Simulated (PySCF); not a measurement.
# InCl+: from the state search to spectroscopic constants

Aim: find the lowest electronic state of InCl+, scan its bond at several levels of theory, and get bond length, wavenumber and dissociation energy from each curve.

The runs use PySCF 2.14.0; In def2-TZVPPD with ECP28, Cl def2-TZVPPD, scalar-relativistic core potentials.

## (1) Input

The job is set up so:

```yaml
atoms: In, Cl
charge: 1
basis: In def2-TZVPPD with ECP28, Cl def2-TZVPPD
Hamiltonian: scalar-relativistic core potentials
basis_functions: 107
electrons_treated: 37
masses_in_u: 114.9039, 34.9689
levels: PBE0, PBE, r²SCAN, PBEsol, r²SCAN0, BHandHLYP, BP86, LDA, ωB97X, HF, MP2, SCS-MP2, CCSD, CCSD(T)
grid: 80 radial by 434 angular points
occupations: held fixed by the projection of orbital angular momentum
dissociation_limit: In+ + Cl, each in its ground configuration
starting_distance_in_angstrom: 2.460
values_of_2S_to_try: 1, 3
```

The run is started by

```
$ OMP_NUM_THREADS=2 python dia.py task.json out
```

After the search, every level is run at each distance in turn; below they are sorted by level.

## (2) State search with unrestricted PBE0

At the starting distance of 2.460 Å the search finds these solutions (others can lie among them):

| 2Ms+1 | unpaired | term | E (eV) | ⟨S²⟩ | ⟨Lz²⟩ | μ (D) |
| --- | --- | --- | --- | --- | --- | --- |
| 2 | σ ↑ | ²Σ⁺ | 0.00 | 0.76 | 0.00 | -3.07 |
| 2 | π ↑ | ²Π | 1.02 | 0.75 | 1.01 | 1.16 |
| 2 | π ↑ | ²Π | 4.93 | 0.89 | 1.00 | -2.22 |
| 4 | σ ↑, π ↑↑ | not assigned | 5.07 | 3.76 | 2.01 | 1.49 |
| 4 | σ ↑, π ↑↑ | not assigned | 5.20 | 3.76 | 2.01 | 1.57 |
| 4 | σ ↑↑, π ↑ | ⁴Π | 6.71 | 3.76 | 1.00 | 0.25 |
| 4 | σ ↑↑, π ↑ | ⁴Π | 6.81 | 3.75 | 1.01 | 2.06 |
| 4 | σ ↑↑↑ | ⁴Σ⁺ | 8.42 | 3.76 | 0.00 | 0.59 |

A term symbol stands only where ⟨S²⟩ and ⟨Lz²⟩ are near those of a pure state. A positive dipole points from In to Cl; in an ion it is taken about the centre of mass and does not tell which atom is negative.

The most promising solutions are followed along the bond (rough minima from three points):

| 2Ms+1 | unpaired | R at minimum (Å) | energy at minimum (eV) |
| --- | --- | --- | --- |
| 2 | σ ↑ | 2.31 | 0.00 |
| 2 | π ↑ | 3.17 | 0.52 |
| 4 | σ ↑, π ↑↑ | 2.65 | 5.10 |

The search made 8 SCF attempts at the starting distance; with the short scans it took 52 s of wall time (2 threads of Intel Xeon Platinum 8259CL at 2.50GHz (Skylake/Cascade Lake), shared host).

## (3) First curve: PBE0

State followed: ²Σ⁺ (doublet), unpaired electrons σ ↑. The scan is laid around 2.314 Å.

Output of the SCF at 2.314 Å:

```text
******** <class 'pyscf.dft.uks_symm.SymAdaptedUKS'> ********
method = SymAdaptedUKS
initial guess = minao
damping factor = 0
level_shift factor = 0
DIIS = <class 'pyscf.scf.diis.CDIIS'>
diis_start_cycle = 1
diis_space = 10
diis_damp = 0
SCF conv_tol = 1e-09
SCF conv_tol_grad = None
SCF max_cycles = 60
direct_scf = False
max_memory 4900 MB (current use 1338 MB)
number electrons alpha = 19  beta = 18
XC library pyscf.dft.libxc version 7.0.0
    S. Lehtola, C. Steigemann, M. J.T. Oliveira, and M. A.L. Marques.,  SoftwareX 7, 1–5 (2018)
XC functionals = PBE0
    C. Adamo and V. Barone.,  J. Chem. Phys. 110, 6158 (1999)
    M. Ernzerhof and G. E. Scuseria.,  J. Chem. Phys. 110, 5029 (1999)
small_rho_cutoff = 0
Overwritten attributes  get_occ get_hcore get_k get_jk get_j  of <class 'pyscf.dft.uks_symm.SymAdaptedUKS'>
<class 'pyscf.dft.uks_symm.SymAdaptedUKS'> does not have attributes  refdm
Set gradient conv threshold to 3.16228e-05
init E= -649.918483172428
cycle= 1 E= -649.933976569218  delta_E= -0.0155  |g|= 0.00941  |ddm|= 0.0374
cycle= 2 E= -649.933976014073  delta_E= 5.55e-07  |g|= 0.0119  |ddm|= 0.036
cycle= 3 E= -649.934037401232  delta_E= -6.14e-05  |g|= 0.00171  |ddm|= 0.0151
cycle= 4 E= -649.934039053372  delta_E= -1.65e-06  |g|= 0.00117  |ddm|= 0.00576
cycle= 5 E= -649.934040370488  delta_E= -1.32e-06  |g|= 0.000215  |ddm|= 0.00256
cycle= 6 E= -649.934040520533  delta_E= -1.5e-07  |g|= 4.78e-05  |ddm|= 0.0022
cycle= 7 E= -649.934040522523  delta_E= -1.99e-09  |g|= 1.27e-05  |ddm|= 0.000118
cycle= 8 E= -649.934040522609  delta_E= -8.57e-11  |g|= 3.48e-06  |ddm|= 2.05e-05
Extra cycle  E= -649.934040522608  delta_E= 2.27e-13  |g|= 3.27e-06  |ddm|= 9.22e-06
converged SCF energy = -649.934040522608  <S^2> = 0.75716729  2S+1 = 2.0071545
```

The curve and what changes along it:

| R (Å) | E (eV) | μ (D) | Mulliken charge of In (e) | Mayer bond order | ⟨S²⟩ | HOMO (eV) | LUMO (eV) |
| --- | --- | --- | --- | --- | --- | --- | --- |
| 1.9900 | 0.9639 | -1.93 | 1.04 | 1.41 | 0.75 | -14.19 | -10.99 |
| 2.0826 | 0.3935 | -2.25 | 1.08 | 1.32 | 0.75 | -14.32 | -11.20 |
| 2.1752 | 0.1057 | -2.54 | 1.11 | 1.23 | 0.75 | -14.44 | -11.38 |
| 2.2446 | 0.0161 | -2.73 | 1.12 | 1.17 | 0.76 | -14.52 | -11.50 |
| 2.3140 | 0.0000 | -2.88 | 1.13 | 1.10 | 0.76 | -14.59 | -11.59 |
| 2.3834 | 0.0331 | -2.99 | 1.14 | 1.04 | 0.76 | -14.65 | -11.66 |
| 2.4760 | 0.1219 | -3.08 | 1.13 | 0.94 | 0.76 | -14.65 | -11.72 |
| 2.5917 | 0.2610 | -3.08 | 1.11 | 0.81 | 0.76 | -14.50 | -11.74 |
| 2.7305 | 0.4208 | -3.01 | 1.07 | 0.64 | 0.76 | -14.37 | -11.68 |
| 2.9156 | 0.5807 | -2.88 | 1.02 | 0.44 | 0.76 | -14.23 | -11.51 |

The fit gives Re = 2.298 Å, ωe = 337 cm⁻¹, ωexe = 3.01 cm⁻¹, αe = 0.000910 cm⁻¹, Be = 0.1191 cm⁻¹, De = 0.77 eV, μ = -2.85 D.

Orbitals nearest the gap at 2.314 Å:

| spin | orbital | ε (eV) | filled | made of |
| --- | --- | --- | --- | --- |
| β | π | -28.98 | yes | In d 100 % |
| α | σ | -27.99 | yes | Cl s 61 %, In d 37 % |
| β | σ | -27.51 | yes | Cl s 70 %, In d 28 % |
| α | σ | -18.14 | yes | Cl p 51 %, In s 44 % |
| β | σ | -17.10 | yes | In s 47 %, Cl p 45 % |
| α | π | -15.13 | yes | Cl p 95 % |
| α | π | -15.13 | yes | Cl p 95 % |
| β | π | -14.96 | yes | Cl p 95 % |
| β | π | -14.96 | yes | Cl p 95 % |
| α | σ | -14.59 | yes | In s 50 %, Cl p 33 %, In p 18 % |
| β | σ | -11.59 | no | In s 50 %, Cl p 34 %, In p 15 % |
| α | π | -7.88 | no | In p 95 % |
| α | π | -7.88 | no | In p 95 % |
| β | π | -7.30 | no | In p 96 % |

Polarisability there: 60.4 bohr³ along the bond, 33.3 across it.

## (4) Fields at the reference distance

The fields below are evaluated on a grid from the run's orbitals.

Frontier orbitals at PBE0 (alpha spin), with the share of their density that lies nearest to each atom:

| orbital | energy (eV) | lies on |
| --- | --- | --- |
| HOMO-1 | -15.13 | Cl2 96 % |
| HOMO | -14.59 | In1 65 %; Cl2 35 % |
| LUMO | -7.88 | In1 91 %; Cl2 9 % |

ELF in a plane through or near 2 of the atoms.

Ten even steps from '0' (0.00) to '9' (0.89):
```
0000000000000000000000000000
0000001111000000000000000000
0001234432100001122210000000
0014666543211012455432000000
0036776543221113566643100000
0268876432222225788875210000
0488874323222347999987420000
1688763356642358988998541000
2798753487872358622498641000
3898653681283357255388652000
3898653681283357256388652000
2798753488872358612498641000
1688763356642358988998541000
0488874323222347999987420000
0268876432222225788875210000
0036776543221113566643100000
0014666543211012455432000000
0001334432100001122210000000
0000001111000000000000000000
0000000000000000000000000000
```
The map spans 7.5 Å across and 5.2 Å up, centred on the molecule. Atoms in the plane (x, y in Å): In1 (-1.2, 0.0), Cl2 (1.2, 0.0).

On the surface of density 0.002 e/bohr³ the electrostatic potential runs, from the 1st to the 99th percentile, from 4.05 V near Cl2 to 8.40 V near In1.

The spin density lies nearest to In1 61 %; Cl2 39 %.

Core electrons inside the core potentials are missing from the density.

## (5) Excited determinants

State 2: ²Π (doublet), unpaired electrons π ↑, an excited solution.

Output of the SCF at 2.314 Å:

```text
[... 13 set-up lines left out, the same as in an earlier log ...]
max_memory 4900 MB (current use 1419 MB)
[... 8 set-up lines left out, the same as in an earlier log ...]
init E= -649.867157146384
cycle= 1 E= -649.872939411505  delta_E= -0.00578  |g|= 0.00606  |ddm|= 0.0362
cycle= 2 E= -649.872944186681  delta_E= -4.78e-06  |g|= 0.00624  |ddm|= 0.0204
cycle= 3 E= -649.872959886412  delta_E= -1.57e-05  |g|= 0.000348  |ddm|= 0.00832
cycle= 4 E= -649.872959940477  delta_E= -5.41e-08  |g|= 0.000102  |ddm|= 0.000533
cycle= 5 E= -649.872959943872  delta_E= -3.4e-09  |g|= 2.86e-05  |ddm|= 0.000113
cycle= 6 E= -649.872959944126  delta_E= -2.54e-10  |g|= 7.47e-06  |ddm|= 2.87e-05
Extra cycle  E= -649.872959944133  delta_E= -6.59e-12  |g|= 6.8e-06  |ddm|= 2.4e-05
converged SCF energy = -649.872959944133  <S^2> = 0.75455765  2S+1 = 2.0045525
```

Re = 3.154 Å, ωe = 95.7 cm⁻¹, ωexe = 1.25 cm⁻¹, αe = 0.000851 cm⁻¹, Be = 0.06321 cm⁻¹, μ = -1.38 D. Its minimum lies 0.51 eV above that of the lowest state.

State 3: quartet, unpaired electrons σ ↑, π ↑↑, an excited solution.

The SCF at the reference distance, 2.314 Å, printed:

```text
[... 14 set-up lines left out, the same as in an earlier log ...]
number electrons alpha = 20  beta = 17
[... 7 set-up lines left out, the same as in an earlier log ...]
init E= -649.723422557848
cycle= 1 E= -649.733941987209  delta_E= -0.0105  |g|= 0.00568  |ddm|= 0.0365
cycle= 2 E= -649.733947485746  delta_E= -5.5e-06  |g|= 0.00552  |ddm|= 0.0125
cycle= 3 E= -649.733959411383  delta_E= -1.19e-05  |g|= 0.000322  |ddm|= 0.00616
cycle= 4 E= -649.733959468137  delta_E= -5.68e-08  |g|= 0.00013  |ddm|= 0.000641
cycle= 5 E= -649.733959476537  delta_E= -8.4e-09  |g|= 5.59e-05  |ddm|= 0.000251
cycle= 6 E= -649.733959478616  delta_E= -2.08e-09  |g|= 1.2e-05  |ddm|= 0.000136
cycle= 7 E= -649.733959478692  delta_E= -7.64e-11  |g|= 2.78e-06  |ddm|= 1.6e-05
Extra cycle  E= -649.733959478699  delta_E= -7.05e-12  |g|= 1.52e-06  |ddm|= 5.08e-06
converged SCF energy = -649.733959478699  <S^2> = 3.7559451  2S+1 = 4.0029714
```

Re = 2.634 Å, ωe = 206.6 cm⁻¹; the determinant mixes terms (⟨S²⟩ = 3.76, ⟨Lz²⟩ = 2.01), so these belong to no real state. Its minimum lies 5.09 eV above that of the lowest state.

Energy (eV) from the lowest point of the lowest state:

| R (Å) | lowest | state 2 | state 3 |
| --- | --- | --- | --- |
| 1.990 | 0.964 | 4.459 | 7.565 |
| 2.083 | 0.394 | 3.325 | 6.631 |
| 2.175 | 0.106 | 2.499 | 6.002 |
| 2.245 | 0.016 | 2.031 | 5.676 |
| 2.314 | 0.000 | 1.662 | 5.444 |
| 2.383 | 0.033 | 1.373 | 5.286 |
| 2.476 | 0.122 | 1.084 | 5.159 |
| 2.592 | 0.261 | 0.838 | 5.097 |
| 2.731 | 0.421 | 0.661 | 5.110 |
| 2.916 | 0.581 | 0.547 | 5.205 |

## (6) PBE (GGA)

Log of the SCF at 2.314 Å:

```text
[... 17 set-up lines left out, the same as in an earlier log ...]
XC functionals = PBE
    J. P. Perdew, K. Burke, and M. Ernzerhof.,  Phys. Rev. Lett. 77, 3865 (1996)
    J. P. Perdew, K. Burke, and M. Ernzerhof.,  Phys. Rev. Lett. 78, 1396 (1997)
    J. P. Perdew, K. Burke, and M. Ernzerhof.,  Phys. Rev. Lett. 77, 3865 (1996)
    J. P. Perdew, K. Burke, and M. Ernzerhof.,  Phys. Rev. Lett. 78, 1396 (1997)
[... 2 set-up lines left out, the same as in an earlier log ...]
init E= -649.899539067112
cycle= 1 E= -649.900865125034  delta_E= -0.00133  |g|= 0.0395  |ddm|= 0.313
cycle= 2 E= -649.896248843397  delta_E= 0.00462  |g|= 0.0908  |ddm|= 0.274
cycle= 3 E= -649.901882240204  delta_E= -0.00563  |g|= 0.013  |ddm|= 0.205
cycle= 4 E= -649.901928144108  delta_E= -4.59e-05  |g|= 0.0019  |ddm|= 0.0241
cycle= 5 E= -649.901930840229  delta_E= -2.7e-06  |g|= 0.000611  |ddm|= 0.00607
cycle= 6 E= -649.901931012871  delta_E= -1.73e-07  |g|= 0.000241  |ddm|= 0.000505
cycle= 7 E= -649.90193105401  delta_E= -4.11e-08  |g|= 1.37e-05  |ddm|= 0.000598
cycle= 8 E= -649.901931054114  delta_E= -1.04e-10  |g|= 4.12e-06  |ddm|= 2.91e-05
Extra cycle  E= -649.901931054118  delta_E= -4.32e-12  |g|= 3.73e-06  |ddm|= 9.27e-06
converged SCF energy = -649.901931054118  <S^2> = 0.75282122  2S+1 = 2.0028192
```

Re = 2.332 Å, ωe = 311 cm⁻¹, ωexe = 2.63 cm⁻¹, αe = 0.000899 cm⁻¹, Be = 0.1156 cm⁻¹, De = 0.83 eV, μ = -2.55 D.

## (7) r²SCAN

Output of the SCF at 2.314 Å:

```text
[... 17 set-up lines left out, the same as in an earlier log ...]
XC functionals = R2SCAN
    J. W. Furness, A. D. Kaplan, J. Ning, J. P. Perdew, and J. Sun.,  J. Phys. Chem. Lett. 11, 8208-8215 (2020)
    J. W. Furness, A. D. Kaplan, J. Ning, J. P. Perdew, and J. Sun.,  J. Phys. Chem. Lett. 11, 9248-9248 (2020)
    J. W. Furness, A. D. Kaplan, J. Ning, J. P. Perdew, and J. Sun.,  J. Phys. Chem. Lett. 11, 8208-8215 (2020)
    J. W. Furness, A. D. Kaplan, J. Ning, J. P. Perdew, and J. Sun.,  J. Phys. Chem. Lett. 11, 9248-9248 (2020)
[... 2 set-up lines left out, the same as in an earlier log ...]
init E= -650.12243252534
cycle= 1 E= -650.12322445765  delta_E= -0.000792  |g|= 0.0148  |ddm|= 0.194
cycle= 2 E= -650.122686419915  delta_E= 0.000538  |g|= 0.0327  |ddm|= 0.11
cycle= 3 E= -650.123372599102  delta_E= -0.000686  |g|= 0.00205  |ddm|= 0.0697
cycle= 4 E= -650.123373692  delta_E= -1.09e-06  |g|= 0.000873  |ddm|= 0.00276
cycle= 5 E= -650.123374055273  delta_E= -3.63e-07  |g|= 0.000175  |ddm|= 0.00102
cycle= 6 E= -650.123374077501  delta_E= -2.22e-08  |g|= 7.01e-05  |ddm|= 0.000639
cycle= 7 E= -650.123374079369  delta_E= -1.87e-09  |g|= 2.42e-05  |ddm|= 0.000156
cycle= 8 E= -650.123374079806  delta_E= -4.38e-10  |g|= 5.24e-06  |ddm|= 3.55e-05
Extra cycle  E= -650.12337407981  delta_E= -3.18e-12  |g|= 4.97e-06  |ddm|= 1.34e-05
converged SCF energy = -650.12337407981  <S^2> = 0.75710184  2S+1 = 2.0070893
```

Re = 2.291 Å, ωe = 349 cm⁻¹, ωexe = 2.64 cm⁻¹, αe = 0.000821 cm⁻¹, Be = 0.1198 cm⁻¹, De = 0.93 eV, μ = -2.72 D. 24 s of CPU time for 12 points, integrals apart.

## (8) PBEsol (GGA)

The SCF at the reference distance, 2.314 Å, printed:

```text
[... 13 set-up lines left out, the same as in an earlier log ...]
max_memory 4900 MB (current use 1420 MB)
[... 3 set-up lines left out, the same as in an earlier log ...]
XC functionals = PBEsol
    J. P. Perdew, A. Ruzsinszky, G. I. Csonka, O. A. Vydrov, G. E. Scuseria, L. A. Constantin, X. Zhou, and K. Burke.,  Phys. Rev. Lett. 100, 136406 (2008)
    J. P. Perdew, A. Ruzsinszky, G. I. Csonka, O. A. Vydrov, G. E. Scuseria, L. A. Constantin, X. Zhou, and K. Burke.,  Phys. Rev. Lett. 100, 136406 (2008)
[... 2 set-up lines left out, the same as in an earlier log ...]
init E= -648.991269492155
cycle= 1 E= -648.992882953813  delta_E= -0.00161  |g|= 0.0644  |ddm|= 0.278
cycle= 2 E= -648.986366972058  delta_E= 0.00652  |g|= 0.115  |ddm|= 0.322
cycle= 3 E= -648.994343732483  delta_E= -0.00798  |g|= 0.0336  |ddm|= 0.285
cycle= 4 E= -648.994886383731  delta_E= -0.000543  |g|= 0.00167  |ddm|= 0.0736
cycle= 5 E= -648.994887979846  delta_E= -1.6e-06  |g|= 0.000801  |ddm|= 0.00628
cycle= 6 E= -648.994888369349  delta_E= -3.9e-07  |g|= 0.000229  |ddm|= 0.00111
cycle= 7 E= -648.994888403291  delta_E= -3.39e-08  |g|= 2.58e-05  |ddm|= 0.000598
cycle= 8 E= -648.994888403803  delta_E= -5.12e-10  |g|= 2.97e-06  |ddm|= 5.86e-05
Extra cycle  E= -648.994888403806  delta_E= -3.87e-12  |g|= 3.36e-06  |ddm|= 7.08e-06
converged SCF energy = -648.994888403806  <S^2> = 0.75275402  2S+1 = 2.0027521
```

Re = 2.299 Å, ωe = 336 cm⁻¹, ωexe = 2.41 cm⁻¹, αe = 0.000825 cm⁻¹, Be = 0.1190 cm⁻¹, De = 1.06 eV, μ = -2.46 D. 13 s of CPU time for 12 points, integrals apart.

## (9) r²SCAN0 (hybrid meta-GGA)

Log of the SCF at 2.314 Å:

```text
[... 17 set-up lines left out, the same as in an earlier log ...]
XC functionals = HYB_MGGA_XC_R2SCAN0
    M. Bursch, H. Neugebauer, S. Ehlert, and S. Grimme.,  J. Chem. Phys. 156, 134105 (2022)
[... 2 set-up lines left out, the same as in an earlier log ...]
init E= -650.084442456449
cycle= 1 E= -650.085275658422  delta_E= -0.000833  |g|= 0.0135  |ddm|= 0.0919
cycle= 2 E= -650.085324329189  delta_E= -4.87e-05  |g|= 0.00891  |ddm|= 0.0422
cycle= 3 E= -650.085347311633  delta_E= -2.3e-05  |g|= 0.001  |ddm|= 0.0138
cycle= 4 E= -650.08534917317  delta_E= -1.86e-06  |g|= 0.000649  |ddm|= 0.00632
cycle= 5 E= -650.085349515709  delta_E= -3.43e-07  |g|= 0.000306  |ddm|= 0.00148
cycle= 6 E= -650.085349629015  delta_E= -1.13e-07  |g|= 0.000117  |ddm|= 0.00153
cycle= 7 E= -650.085349644991  delta_E= -1.6e-08  |g|= 4.69e-05  |ddm|= 0.000369
cycle= 8 E= -650.085349647164  delta_E= -2.17e-09  |g|= 9.28e-06  |ddm|= 0.000185
cycle= 9 E= -650.085349647306  delta_E= -1.42e-10  |g|= 2.58e-06  |ddm|= 5.48e-05
Extra cycle  E= -650.085349647307  delta_E= -1.59e-12  |g|= 2.69e-06  |ddm|= 6.19e-06
converged SCF energy = -650.085349647307  <S^2> = 0.7611481  2S+1 = 2.0111172
```

Re = 2.276 Å, ωe = 360 cm⁻¹, ωexe = 2.97 cm⁻¹, αe = 0.000849 cm⁻¹, Be = 0.1214 cm⁻¹, De = 0.83 eV, μ = -2.94 D.

## (10) BHandHLYP (global hybrid GGA)

Log of the SCF at 2.314 Å:

```text
[... 17 set-up lines left out, the same as in an earlier log ...]
XC functionals = BHANDHLYP
    A. D. Becke.,  J. Chem. Phys. 98, 1372 (1993)
    Defined through Gaussian implementation.
[... 2 set-up lines left out, the same as in an earlier log ...]
init E= -650.009093108713
cycle= 1 E= -650.010401630723  delta_E= -0.00131  |g|= 0.0167  |ddm|= 0.153
cycle= 2 E= -650.010458584136  delta_E= -5.7e-05  |g|= 0.01  |ddm|= 0.0475
cycle= 3 E= -650.010494477932  delta_E= -3.59e-05  |g|= 0.00198  |ddm|= 0.0119
cycle= 4 E= -650.010496991977  delta_E= -2.51e-06  |g|= 0.00098  |ddm|= 0.00525
cycle= 5 E= -650.01049769594  delta_E= -7.04e-07  |g|= 0.000206  |ddm|= 0.00226
cycle= 6 E= -650.010497812718  delta_E= -1.17e-07  |g|= 6.87e-05  |ddm|= 0.00137
cycle= 7 E= -650.010497832073  delta_E= -1.94e-08  |g|= 3.84e-05  |ddm|= 0.000618
cycle= 8 E= -650.010497835678  delta_E= -3.61e-09  |g|= 1.47e-05  |ddm|= 0.000261
cycle= 9 E= -650.010497836105  delta_E= -4.27e-10  |g|= 2.72e-06  |ddm|= 0.000102
Extra cycle  E= -650.010497836108  delta_E= -2.96e-12  |g|= 2.19e-06  |ddm|= 7.47e-06
converged SCF energy = -650.010497836108  <S^2> = 0.761998  2S+1 = 2.0119622
```

Re = 2.310 Å, ωe = 319 cm⁻¹, ωexe = 4.16 cm⁻¹, αe = 0.00112 cm⁻¹, Be = 0.1178 cm⁻¹, De = 0.476 eV, μ = -3.06 D. 30 s of CPU time for 12 points, integrals apart.

## (11) BP86 (GGA)

Log of the SCF at 2.314 Å:

```text
[... 17 set-up lines left out, the same as in an earlier log ...]
XC functionals = B88,P86
    A. D. Becke.,  Phys. Rev. A 38, 3098 (1988)
    J. P. Perdew.,  Phys. Rev. B 33, 8822 (1986)
[... 2 set-up lines left out, the same as in an earlier log ...]
init E= -650.239204422886
cycle= 1 E= -650.240925961483  delta_E= -0.00172  |g|= 0.0424  |ddm|= 0.372
cycle= 2 E= -650.235216038162  delta_E= 0.00571  |g|= 0.101  |ddm|= 0.311
cycle= 3 E= -650.242190421045  delta_E= -0.00697  |g|= 0.0134  |ddm|= 0.224
cycle= 4 E= -650.242234041908  delta_E= -4.36e-05  |g|= 0.00268  |ddm|= 0.0229
cycle= 5 E= -650.242239562871  delta_E= -5.52e-06  |g|= 0.000581  |ddm|= 0.0082
cycle= 6 E= -650.242239699155  delta_E= -1.36e-07  |g|= 0.000284  |ddm|= 0.000466
cycle= 7 E= -650.24223975028  delta_E= -5.11e-08  |g|= 2.6e-05  |ddm|= 0.000587
cycle= 8 E= -650.242239750778  delta_E= -4.98e-10  |g|= 5.91e-06  |ddm|= 5.27e-05
Extra cycle  E= -650.242239750775  delta_E= 3.41e-12  |g|= 5.06e-06  |ddm|= 1.39e-05
converged SCF energy = -650.242239750775  <S^2> = 0.75287165  2S+1 = 2.0028696
```

Re = 2.337 Å, ωe = 307 cm⁻¹, ωexe = 2.66 cm⁻¹, αe = 0.000914 cm⁻¹, Be = 0.1151 cm⁻¹, De = 0.77 eV, μ = -2.52 D. 13 s of CPU time for 12 points, integrals apart.

## (12) LDA

Output of the SCF at 2.314 Å:

```text
[... 17 set-up lines left out, the same as in an earlier log ...]
XC functionals = LDA,VWN
    P. A. M. Dirac.,  Math. Proc. Cambridge Philos. Soc. 26, 376 (1930)
    F. Bloch.,  Z. Phys. 57, 545 (1929)
    S. H. Vosko, L. Wilk, and M. Nusair.,  Can. J. Phys. 58, 1200 (1980)
[... 2 set-up lines left out, the same as in an earlier log ...]
init E= -648.276191625712
cycle= 1 E= -648.279796253362  delta_E= -0.0036  |g|= 0.0951  |ddm|= 0.333
cycle= 2 E= -648.267630180297  delta_E= 0.0122  |g|= 0.161  |ddm|= 0.443
cycle= 3 E= -648.282188762364  delta_E= -0.0146  |g|= 0.0568  |ddm|= 0.412
cycle= 4 E= -648.283818755227  delta_E= -0.00163  |g|= 0.00297  |ddm|= 0.125
cycle= 5 E= -648.283824148913  delta_E= -5.39e-06  |g|= 0.00157  |ddm|= 0.0129
cycle= 6 E= -648.283825924185  delta_E= -1.78e-06  |g|= 0.000384  |ddm|= 0.00286
cycle= 7 E= -648.283826012907  delta_E= -8.87e-08  |g|= 3.92e-05  |ddm|= 0.000902
cycle= 8 E= -648.283826013806  delta_E= -8.99e-10  |g|= 1.04e-05  |ddm|= 0.000114
Extra cycle  E= -648.283826013509  delta_E= 2.97e-10  |g|= 2.36e-05  |ddm|= 6.91e-05
converged SCF energy = -648.283826013509  <S^2> = 0.75156827  2S+1 = 2.0015677
```

Re = 2.283 Å, ωe = 345 cm⁻¹, ωexe = 2.29 cm⁻¹, αe = 0.000803 cm⁻¹, Be = 0.1207 cm⁻¹, De = 1.27 eV, μ = -2.31 D. 14 s of CPU time for 12 points, integrals apart.

## (13) ωB97X (range-separated hybrid)

Output of the SCF at 2.314 Å:

```text
[... 17 set-up lines left out, the same as in an earlier log ...]
XC functionals = WB97X
    J.-D. Chai and M. Head-Gordon.,  J. Chem. Phys. 128, 084106 (2008)
[... 2 set-up lines left out, the same as in an earlier log ...]
init E= -650.107979587772
cycle= 1 E= -650.108929081368  delta_E= -0.000949  |g|= 0.00926  |ddm|= 0.118
cycle= 2 E= -650.109002938798  delta_E= -7.39e-05  |g|= 0.00585  |ddm|= 0.03
cycle= 3 E= -650.109023119347  delta_E= -2.02e-05  |g|= 0.00199  |ddm|= 0.00699
cycle= 4 E= -650.109032995456  delta_E= -9.88e-06  |g|= 0.000855  |ddm|= 0.0106
cycle= 5 E= -650.109035920528  delta_E= -2.93e-06  |g|= 0.000465  |ddm|= 0.00616
cycle= 6 E= -650.10903678505  delta_E= -8.65e-07  |g|= 0.000175  |ddm|= 0.00423
cycle= 7 E= -650.109036907587  delta_E= -1.23e-07  |g|= 3.98e-05  |ddm|= 0.00181
cycle= 8 E= -650.109036911574  delta_E= -3.99e-09  |g|= 1.72e-05  |ddm|= 0.000259
cycle= 9 E= -650.109036911958  delta_E= -3.84e-10  |g|= 4.08e-06  |ddm|= 7.94e-05
Extra cycle  E= -650.109036911979  delta_E= -2.11e-11  |g|= 2.62e-06  |ddm|= 1.1e-05
converged SCF energy = -650.109036911979  <S^2> = 0.75957741  2S+1 = 2.0095546
```

Re = 2.304 Å, ωe = 317 cm⁻¹, ωexe = 4.51 cm⁻¹, αe = 0.00118 cm⁻¹, Be = 0.1184 cm⁻¹, De = 0.55 eV, μ = -2.92 D. 60 s of CPU time for 12 points, integrals apart.

(Part 1 of 2 ends here.)
